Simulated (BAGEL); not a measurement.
# GaH2OF (SMILES [OH][GaH][F]): a chain of runs

We compute a single-point energy (HF/def2-SV(P)), then a single-point energy (NEVPT2(2,2)/def2-SV(P)), then a single-point energy (CASPT2(2,2)/def2-SV(P)) of GaH2OF. 

The calculation is run with BAGEL 1.2.2.

2 further runs of the same task are left out: 2 set aside as unsound or not needed.

## Step 1: The structure to begin with

GaH2OF has 5 atoms, charge 0, and is taken as a singlet. SMILES: `[OH][GaH][F]`. The coordinates come from a PBE0-D4/def2-TZVP relaxation. This is one conformer, not always the lowest.

Bond lengths: O1–Ga2 1.771 Å, Ga2–F3 1.746 Å, O1–H4 0.959 Å, Ga2–H5 1.545 Å. Angles: O1–Ga2–F3 111.1°, O1–Ga2–H5 128.8°, F3–Ga2–H5 120.0°, Ga2–O1–H4 114.5°.

## Step 2: A single-point energy at HF/def2-SV(P) (density fitting with svp-jkfit) (run 1)

Input file input.json:

```json
{ "bagel" : [

{
  "title" : "molecule",
  "basis" : "def2-sv_p_.json",
  "df_basis" : "svp-jkfit",
  "angstrom" : false,
  "geometry" : [
    { "atom" : "O", "xyz" : [    -2.13615019,    -1.11252334,    -0.53628160 ] },
    { "atom" : "Ga", "xyz" : [     0.72508413,     0.53002660,     0.02950240 ] },
    { "atom" : "F", "xyz" : [     0.82826318,     3.35951353,    -1.66520398 ] },
    { "atom" : "H", "xyz" : [    -2.28770245,    -2.68473391,     0.35375673 ] },
    { "atom" : "H", "xyz" : [     2.96497651,    -0.23172200,     1.74027146 ] }
  ]
},

{ "title" : "hf" },

{ "title" : "print", "file" : "orbitals.molden", "orbitals" : true }

]}
```

The basis set def2-SV(P) is read from a file made from the Basis Set Exchange's data (not shown).

Command:

```console
$ BAGEL_NUM_THREADS=1 BAGEL input.json > input.out
```

The program printed:

```text
* using 1 threads per process

  ===============================================================
  ===============================================================

  *** Geometry ***

  { "atom" : "O", "xyz" : [     -2.136150,     -1.112523,     -0.536282 ] },
  { "atom" : "Ga", "xyz" : [      0.725084,      0.530027,      0.029502 ] },
  { "atom" : "F", "xyz" : [      0.828263,      3.359514,     -1.665204 ] },
  { "atom" : "H", "xyz" : [     -2.287702,     -2.684734,      0.353757 ] },
  { "atom" : "H", "xyz" : [      2.964977,     -0.231722,      1.740271 ] },

  Number of auxiliary basis functions:      456

  Since a DF basis is specified, we compute 2- and 3-index integrals:
    o Being stored without compression. Storage requirement is 0.015 GB

  Number of basis functions:       64
  Number of electrons      :       50

    * METHOD: MOLECULE                             0.20

  *** RHF ***

  === Nuclear Repulsion ===
   198.3392831491

      * DIIS with orbital gradients will be used.

  === RHF iteration (def2-sv_p_.json) ===
      0      -2098.07611153          0.03022383           0.06
      1      -2098.22699761          0.02267806           0.05
      2      -2098.37500469          0.00145622           0.05
      3      -2098.37598557          0.00063641           0.05
      4      -2098.37610398          0.00011341           0.05
      5      -2098.37611133          0.00002680           0.05
      6      -2098.37611190          0.00001131           0.05
      7      -2098.37611196          0.00000416           0.05
      8      -2098.37611197          0.00000118           0.05
      9      -2098.37611197          0.00000044           0.05
     10      -2098.37611197          0.00000016           0.05
     11      -2098.37611197          0.00000007           0.05
     12      -2098.37611197          0.00000002           0.05
     13      -2098.37611197          0.00000001           0.05
     14      -2098.37611197          0.00000000           0.05
    * SCF iteration converged.

    * Permanent dipole moment:
           (   -0.471891,     1.116419,    -0.952346) a.u.

    * METHOD: HF                                   0.96

    * METHOD: PRINT                                0.01

  ===============================================================
```

It took 1.6 s on 1 thread of Intel Xeon 6975P-C (Granite Rapids), shared host; peak memory 0.14 GiB.

## Step 3: The energy at NEVPT2(2,2)/def2-SV(P) (density fitting with svp-jkfit) (run 2)

input.json: that of step 2 with these lines changed.

```diff
@@ -6,3 +6,3 @@
   "df_basis" : "svp-jkfit",
-  "angstrom" : false,
+  "angstrom" : "false",
   "geometry" : [
@@ -16,5 +16,22 @@
 
-{ "title" : "hf" },
+{
+  "title" : "hf"
+},
 
-{ "title" : "print", "file" : "orbitals.molden", "orbitals" : true }
+{
+  "title" : "nevpt2",
+  "nstate" : 1,
+  "nact" : 2,
+  "nclosed" : 24,
+  "active" : [19, 30],
+  "maxiter" : 200,
+  "natocc" : "true",
+  "ncore" : 11
+},
+
+{
+  "title" : "print",
+  "file" : "orbitals.molden",
+  "orbitals" : "true"
+}
```

The basis set def2-SV(P) is read from a file made from the Basis Set Exchange's data (not shown).

Command:

```console
$ BAGEL_NUM_THREADS=1 BAGEL input.json > input.out
```

The program printed:

```text
* using 1 threads per process

  ===============================================================
  ===============================================================

  *** Geometry ***

  { "atom" : "O", "xyz" : [     -2.136150,     -1.112523,     -0.536282 ] },
  { "atom" : "Ga", "xyz" : [      0.725084,      0.530027,      0.029502 ] },
  { "atom" : "F", "xyz" : [      0.828263,      3.359514,     -1.665204 ] },
  { "atom" : "H", "xyz" : [     -2.287702,     -2.684734,      0.353757 ] },
  { "atom" : "H", "xyz" : [      2.964977,     -0.231722,      1.740271 ] },

  Number of auxiliary basis functions:      456

  Since a DF basis is specified, we compute 2- and 3-index integrals:
    o Being stored without compression. Storage requirement is 0.015 GB

[... 18 lines left out ...]
    * SCF iteration converged.
[... 1 line left out ...]
    * Permanent dipole moment:
[... 28 lines left out ...]
    * Second-order optimization converged. *

     guess   0:   closed 1.                   open ..

  === FCI iteration ===

      0  0     -2098.37587356     1.06e-01      0.00
      1  0     -2098.39756627     2.75e-03      0.00
      2  0 *   -2098.39759079     2.29e-15      0.00

     * ci vector, state   0, <S^2> = 0.0000
       2.     0.9948181669
       .2    -0.1016701270

  === DF-NEVPT2 calculation ===

    * 3-index integral transformation done
    * assembly done

      NEVPT2 correlation energy:   -0.5563612243      0.08

          (+0)     -0.4814686696
          (+0)'    -0.0363594800
          (+1)     -0.0048979217
          (+1)'    -0.0000000000
          (+2)     -0.0004447395
          (-1)     -0.0286835620
          (-1)'     0.0000000000
          (-2)     -0.0045068514

      NEVPT2 total energy:       -2098.9539520144

    * METHOD: NEVPT2                               2.88

    * METHOD: PRINT                                0.01

  ===============================================================
```

Wall time 4.5 s (1 thread of Intel Xeon 6975P-C (Granite Rapids), shared host); peak memory 0.14 GiB.

## Step 4: A single-point energy at CASPT2(2,2)/def2-SV(P) (density fitting with svp-jkfit) (run 3)

Input file input.json:

```json
{ "bagel": [

{
  "title": "molecule",
  "basis": "def2-sv_p_.json",
  "df_basis": "svp-jkfit",
  "angstrom": false,
  "geometry": [
    { "atom": "O", "xyz": [ -2.13615019, -1.11252334, -0.53628160 ] },
    { "atom": "Ga", "xyz": [  0.72508413,  0.53002660,  0.02950240 ] },
    { "atom": "F", "xyz": [  0.82826318,  3.35951353, -1.66520398 ] },
    { "atom": "H", "xyz": [ -2.28770245, -2.68473391,  0.35375673 ] },
    { "atom": "H", "xyz": [  2.96497651, -0.23172200,  1.74027146 ] }
  ]
},
{ "title": "hf" },
{ "title": "casscf", "nstate": 1, "nact": 2, "nclosed": 24, "active": [19, 30], "maxiter": 200, "natocc": true },
{ "title": "print", "file": "orbitals.molden", "orbitals": true },
{ "title": "smith", "method": "caspt2", "ms": true, "xms": true, "sssr": true, "shift": 0.2, "shift_imag": true, "ncore": 11 }

]}
```

The basis set def2-SV(P) is read from a file made from the Basis Set Exchange's data (not shown).

Command:

```console
$ BAGEL_NUM_THREADS=1 BAGEL input.json > input.out
```

The program printed:

```text
* using 1 threads per process

  ===============================================================
  ===============================================================

  *** Geometry ***

  { "atom" : "O", "xyz" : [     -2.136150,     -1.112523,     -0.536282 ] },
  { "atom" : "Ga", "xyz" : [      0.725084,      0.530027,      0.029502 ] },
  { "atom" : "F", "xyz" : [      0.828263,      3.359514,     -1.665204 ] },
  { "atom" : "H", "xyz" : [     -2.287702,     -2.684734,      0.353757 ] },
  { "atom" : "H", "xyz" : [      2.964977,     -0.231722,      1.740271 ] },

  Number of auxiliary basis functions:      456

  Since a DF basis is specified, we compute 2- and 3-index integrals:
    o Being stored without compression. Storage requirement is 0.015 GB

[... 18 lines left out ...]
    * SCF iteration converged.
[... 1 line left out ...]
    * Permanent dipole moment:
[... 27 lines left out ...]
    * Second-order optimization converged. *
[... 9 lines left out ...]
     * ci vector, state   0, <S^2> = 0.0000
[... 16 lines left out ...]
    * Zeroth order energy : state  0       -1.5570359786
[... 4 lines left out ...]
       #      aibj      arbs      arbi      airj      risj      airs      arst      rist         Etot      error   time
[... 10 lines left out ...]
      ------------------------------------------------------------------------------------------------------------------

    * CASPT2 energy : state  0    -2098.9537957747
        w/o shift correction      -2098.9521957982
        reference weight              0.8832645212

    * METHOD: SMITH                                0.51

  ===============================================================
```

It took 4.5 s on 1 thread of Intel Xeon 6975P-C (Granite Rapids), shared host; peak memory 0.14 GiB.

## Step 5: Summary of results

```
                                   quantity           value
         run 1, HF/def2-SV(P): total energy  -2098.37611 Eh
        run 1, HF/def2-SV(P): dipole moment          3.92 D
          run 1, HF/def2-SV(P): HOMO energy       -13.16 eV
          run 1, HF/def2-SV(P): LUMO energy         1.92 eV
        run 1, HF/def2-SV(P): HOMO–LUMO gap        15.08 eV
run 2, NEVPT2(2,2)/def2-SV(P): total energy  -2098.95395 Eh
run 3, CASPT2(2,2)/def2-SV(P): total energy  -2098.95380 Eh
```
